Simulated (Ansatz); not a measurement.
**Be (Beryllium): further runs on the relaxed cell**

An exercise on one series of results from a longer session: the logs are not shown, and one member is left open.

Program: Ansatz 0.2.0. Level of theory: DFT r2SCAN, scalar-relativistic, plane waves, PAW. These are calculated values, not measurements.

1 further run of the same task is left out (set aside as unsound or not needed).

### The system as given

The structure is hexagonal, space group P6_3/mmc (No. 194). Conventional cell: a = 2.262 Å, b = 2.262 Å, c = 3.569 Å, α = 90.00°, β = 90.00°, γ = 120.00°. Around Be (site symmetry -6m2) lie 12 Be at 2.21 to 2.26 Å.

Coordinates:

```cif
data_structure
_symmetry_space_group_name_H-M 'P 1'
_symmetry_Int_Tables_number 1
_cell_length_a 2.2617
_cell_length_b 2.2617
_cell_length_c 3.5692
_cell_angle_alpha 90.000
_cell_angle_beta 90.000
_cell_angle_gamma 120.000
_cell_volume 15.81
loop_
_atom_site_label
_atom_site_type_symbol
_atom_site_fract_x
_atom_site_fract_y
_atom_site_fract_z
_atom_site_occupancy
Be1 Be 0.33333 0.66667 0.25000 1
Be2 Be 0.66667 0.33333 0.75000 1
```

It is the result of an earlier relaxation at this level (volume 7.91 Å³/atom; gap on the mesh: none (metal)).

Set-up of the first run:

input.yaml

```yaml
crystal:
  lattice:
    - [2.2616611072, 0.0, 0.0]
    - [-1.1308305536, 1.9586559735, 0.0]
    - [0.0, 0.0, 3.5691603058]
  atoms:
    - { symbol: Be, position: [0.3333333333, 0.6666666667, 0.25] }
    - { symbol: Be, position: [0.6666666667, 0.3333333333, 0.75] }
basis:
  ecutwfc: 500
kpoints:
  mp_grid: { grid: [21, 21, 12] }
  band_path:
    path:
      - [[0.0, 0.0, 0.0], [0.5, 0.0, 0.0], [0.33333333, 0.33333333, 0.0], [0.0, 0.0, 0.0], [0.0, 0.0, 0.5], [0.5, 0.0, 0.5], [0.33333333, 0.33333333, 0.5], [0.0, 0.0, 0.5]]
      - [[0.5, 0.0, 0.5], [0.5, 0.0, 0.0]]
      - [[0.33333333, 0.33333333, 0.5], [0.33333333, 0.33333333, 0.0]]
    npoints: 14
hamiltonian:
  xc: r2scan
scf:
  occupations: { method: gaussian, width: 0.1 }
  n_extra_bands: 6
output:
  forces: true
  stress: true
  eigenvalues: true
  populations: true
  dos: { projected: true, de: 0.02, nscf_kmesh: { grid: [32, 32, 18] } }
  bader: true
  write_density: true
  write_potential: true
  elf: true
  volumetric_format: npy
```

Started as:

```console
ansatz run input.yaml --threads 1 --pin off --max-ram 2560MiB --backend cpu --events-out ev --progress --plain --runs-dir out
```

Steps of the session up to this table: Static run: bands, density of states and charges; Volume × 0.97; Point at V/V0 = 1.03; Volume × 0.94; Volume × 1.06.

One table of the session follows, with a row left open; its other results are not shown here.

It belongs to the step «Equation of state». 

| volume (Å³/atom) | energy above the lowest point (meV/atom) | pressure (GPa) |
| --- | --- | --- |
| 7.431 | 12.0 | 8.52 |
| 7.668 | ? | ? |
| 7.905 | 0.0 | 0.00 |
| 8.143 | 2.7 | -3.50 |
| 8.380 | 10.2 | -6.57 |

Q: Estimate the row for volume (Å³/atom) = 7.668 from the others.

Worked estimate for «energy above the lowest point (meV/atom)». A straight line through the neighbours (7.431, 12.0) and (7.905, 0.0) gives 12.0 + (0.0 − 12.0) × (7.668 − 7.431) / (7.905 − 7.431) = 6.0; a parabola fitted to 3 rows on both sides gives 3.1.

As computed: energy above the lowest point (meV/atom): 2.9; pressure (GPa): 3.98. In «energy above the lowest point (meV/atom)» the line misses by +3.1 and the parabola by +0.2.
